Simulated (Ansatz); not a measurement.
**BiTe under changes of volume**

One of the cells (33.855 Å³/atom); the others are scaled copies at fixed shape and fractional positions:

```
Bi Te
1.0
     0.00000    3.23500    3.23500
     3.23500    0.00000    3.23500
     3.23500    3.23500    0.00000
Bi Te
1 1
Direct
  0.00000 0.00000 0.00000
  0.50000 0.50000 0.50000
```

- Program: Ansatz 0.2.0
- Functional: BLYP
- Potentials or basis: all-electron LAPW, scalar-relativistic
- Cutoff: 177 eV (chosen from the basis error)
- Basis error allowed: 0.001 eV/atom
- k mesh: 7 × 7 × 7
- Occupations: fermi-dirac, width 0.02 eV
- Spin: no spin polarisation

```csv
volume (Å³/atom),energy over the lowest point (meV/atom),pressure (GPa)
31.824,119.00,8.5
32.501,86.22,7.1
33.178,59.42,5.7
33.855,?,?
34.532,21.18,3.5
35.209,8.66,2.5
35.886,0.00,1.6
```

Problem. What does the run at 33.855 Å³/atom give?

Solution. Energy over the lowest point 37.93 meV/atom; pressure 4.5 GPa.

Worked out: A Birch-Murnaghan fit of order 3 (a polynomial in V^(-2/3)) to the other rows has no minimum within the range. It gives 37.91 meV/atom at 33.855 Å³/atom, against the run's 37.93, and -dE/dV = 4.5 GPa, against 4.5.

Energies are extrapolated to zero smearing.
